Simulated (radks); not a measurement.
# Spin polarisation of the 4f shell in Tb

The task here is to estimate one member of a computed series from the others.

Program: radks (a radial shooting solver on a logarithmic mesh, Libxc functionals) version 1. Level of theory: scalar-relativistic Kohn-Sham, r2SCAN, spin-polarised, spherical densities, finite nucleus. These are calculated values, not measurements, unless marked.

1 further run of the same task is left out (it didn't finish).

## What is computed

* element: terbium (Z = 65)
* charge: 0
* electrons: 65
* configuration: [Xe] 4f(up 4.5, down 4.5) 6s2
* nuclear rms radius: 5.06 fm

A shell typed twice in an input gives spin up, then spin down.

Set-up of the first run:

Settings of this run:

```text
Z 65
configuration [Xe] 4f4.5 4f4.5 6s2
relativity scalar-relativistic
functional r2scan,r2scan
spin polarised
nucleus finite rms 5.06 fm
c 137.035999084
```

Steps of the session up to this table: No moment.

One table of the session follows, with a row left open; its other results are not shown here.

It belongs to the step «No moment». From the orbitals of this run (lengths in bohr):

```
level     <r>  outermost maximum (interpolated)  90 % within  nodes
   3d  0.2165                             0.177        0.337      0
   4s       ?                                 ?            ?      ?
   4p  0.5737                             0.527        0.834      2
   4d  0.6241                             0.547        0.938      1
   5s   1.331                              1.18         1.92      4
   5p   1.569                              1.35         2.31      3
   6s   4.228                              3.58         6.24      5
   4f  0.9074                             0.556         1.59      0
```

Estimate the missing values for 4s.

As computed: <r>: 0.5417; outermost maximum (interpolated): 0.505; 90 % within: 0.777; nodes: 3. In the column «<r>» it lies between 3d (0.2165) and 4p (0.5737).
